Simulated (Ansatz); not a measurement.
# Mn3Sn: the cost of one run

Program: Ansatz 0.2.0. Level of theory: DFT PBE, scalar-relativistic, plane waves, PAW. These are calculated values, not measurements.

**1. The starting structure**

The structure is hexagonal, space group P6_3/mmc (No. 194). Conventional cell: a = 5.583 Å, b = 5.583 Å, c = 4.478 Å, α = 90.00°, β = 90.00°, γ = 120.00°. Mn (site symmetry mm2) is surrounded by 8 Mn at 2.70 to 2.89 Å and 4 Sn at 2.79 Å. Around Sn (site symmetry -6m2) lie 12 Mn at 2.79 Å.

Coordinates:

```
Mn Sn
1.0
     5.58327    0.00000    0.00000
    -2.79163    4.83525    0.00000
     0.00000    0.00000    4.47794
Mn Sn
6 2
Direct
  0.83896 0.67793 0.25000
  0.16104 0.83896 0.75000
  0.32207 0.16104 0.25000
  0.16104 0.32207 0.75000
  0.83896 0.16104 0.25000
  0.67793 0.83896 0.75000
  0.33333 0.66667 0.25000
  0.66667 0.33333 0.75000
```

This cell comes from an earlier session at PBE: 15.111 Å³/atom at 0.01 GPa, on a 8×8×8 mesh.

**2. Antiferromagnetic, in the cell as typed**

input.yaml reads:

```yaml
crystal:
  lattice:
    - [5.5832669182, 0.0, 0.0]
    - [-2.7916334591, 4.8352509873, 0.0]
    - [0.0, 0.0, 4.4779350291]
  atoms:
    - { symbol: Mn, position: [0.8389627565, 0.6779255129, 0.25], spin: 3.5 }
    - { symbol: Mn, position: [0.1610372435, 0.8389627565, 0.75], spin: -3.5 }
    - { symbol: Mn, position: [0.3220744871, 0.1610372435, 0.25], spin: 3.5 }
    - { symbol: Mn, position: [0.1610372435, 0.3220744871, 0.75], spin: -3.5 }
    - { symbol: Mn, position: [0.8389627565, 0.1610372435, 0.25], spin: 3.5 }
    - { symbol: Mn, position: [0.6779255129, 0.8389627565, 0.75], spin: -3.5 }
    - { symbol: Sn, position: [0.3333333333, 0.6666666667, 0.25] }
    - { symbol: Sn, position: [0.6666666667, 0.3333333333, 0.75] }
basis:
  ecutwfc: 420
  ecutrho_ratio: 4
kpoints:
  mp_grid: { grid: [8, 8, 8] }
hamiltonian:
  xc: pbe
scf:
  occupations: { method: gaussian, width: 0.05 }
  lower_state_search: "off"
output:
  forces: true
  stress: true
  eigenvalues: true
  populations: true
magnetization:
  spin_polarized: true
```

Command:

```
$ ansatz run input.yaml --threads 8 --pin off --max-ram 22528MiB --backend cpu --events-out ev --progress --plain --runs-dir out
```

**Question.** How long does this run take on 8 threads of Intel Xeon 6975P-C (Granite Rapids), shared host, and how much memory does it need?

About 55 s, with a peak of 3.1 GiB.
